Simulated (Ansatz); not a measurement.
**CH₅GaOSe: basis-set convergence**

One table from this session's results is given with a row withheld; the runs are named, their logs left out.

Computed with Ansatz 0.2.0, Gaussian basis. Level: one geometry, several basis sets.

The runs, in order: PBE0-D4/def2-SVP; ωB97M-V/def2-SVP; PBE0-D4/def2-QZVPP; ωB97M-V/def2-QZVPP; the functionals' def2-TZVPP values are taken from earlier runs.

## The geometry

All runs share one geometry, relaxed beforehand with PBE0-D4 in a triple-zeta def2 set.

SMILES `C[O][GaH][SeH]`, 9 atoms, charge 0, spin multiplicity 1.

Atoms are counted from 1 here; the program's logs count them from 0.

Bond lengths: C1–O2 1.405 Å, C1–H5 1.096 Å, C1–H6 1.095 Å, C1–H7 1.099 Å, O2–Ga3 1.780 Å, Ga3–Se4 2.312 Å, Ga3–H8 1.557 Å, Se4–H9 1.470 Å. Angles: O2–C1–H5 109.9°, O2–C1–H6 109.9°, O2–C1–H7 113.3°, H5–C1–H6 108.0°, H5–C1–H7 107.8°, H6–C1–H7 107.8°, C1–O2–Ga3 123.0°, O2–Ga3–Se4 113.3°, O2–Ga3–H8 120.8°, Se4–Ga3–H8 125.9°, Ga3–Se4–H9 90.5°.

The first run:

Contents of in.yaml:

```yaml
crystal:
  periodic: [false, false, false]
  atoms:
    - {symbol: C, position_ang: [0.174768, 1.571962, 0.144666]}
    - {symbol: O, position_ang: [-0.402390, 0.298086, 0.277090]}
    - {symbol: Ga, position_ang: [0.345824, -1.177660, -0.380471]}
    - {symbol: Se, position_ang: [-0.890191, -3.088103, 0.027904]}
    - {symbol: H, position_ang: [-0.507931, 2.236373, -0.396269]}
    - {symbol: H, position_ang: [0.354533, 2.004228, 1.135060]}
    - {symbol: H, position_ang: [1.131362, 1.561882, -0.395630]}
    - {symbol: H, position_ang: [1.701341, -1.111848, -1.144374]}
    - {symbol: H, position_ang: [-1.907306, -2.294922, 0.732034]}
basis:
  gaussian: {orbitals: def2-SVP}
hamiltonian: {xc: pbe0, dispersion: d4}
output: {orbitals: {seedname: orbitals}}
```

Among the steps run: PBE0-D4 in def2-SVP; ωB97M-V in def2-SVP; PBE0-D4 in def2-QZVPP; ωB97M-V in def2-QZVPP.

One table of the session follows, with a row left open; its other results are not shown here.

It belongs to the step «Density functionals: the series». 

| functional | basis | HOMO (eV) |
| --- | --- | --- |
| PBE0-D4 | def2-SVP | -7.10 |
| PBE0-D4 | def2-TZVPP | ? |
| PBE0-D4 | def2-QZVPP | -7.24 |
| ωB97M-V | def2-SVP | -9.23 |
| ωB97M-V | def2-TZVPP | -9.37 |
| ωB97M-V | def2-QZVPP | -9.39 |

**Question.** Estimate the row for PBE0-D4, def2-TZVPP.

The run gave: HOMO (eV): -7.23. In the column «HOMO (eV)» it lies between PBE0-D4, def2-QZVPP (-7.24) and PBE0-D4, def2-SVP (-7.10).
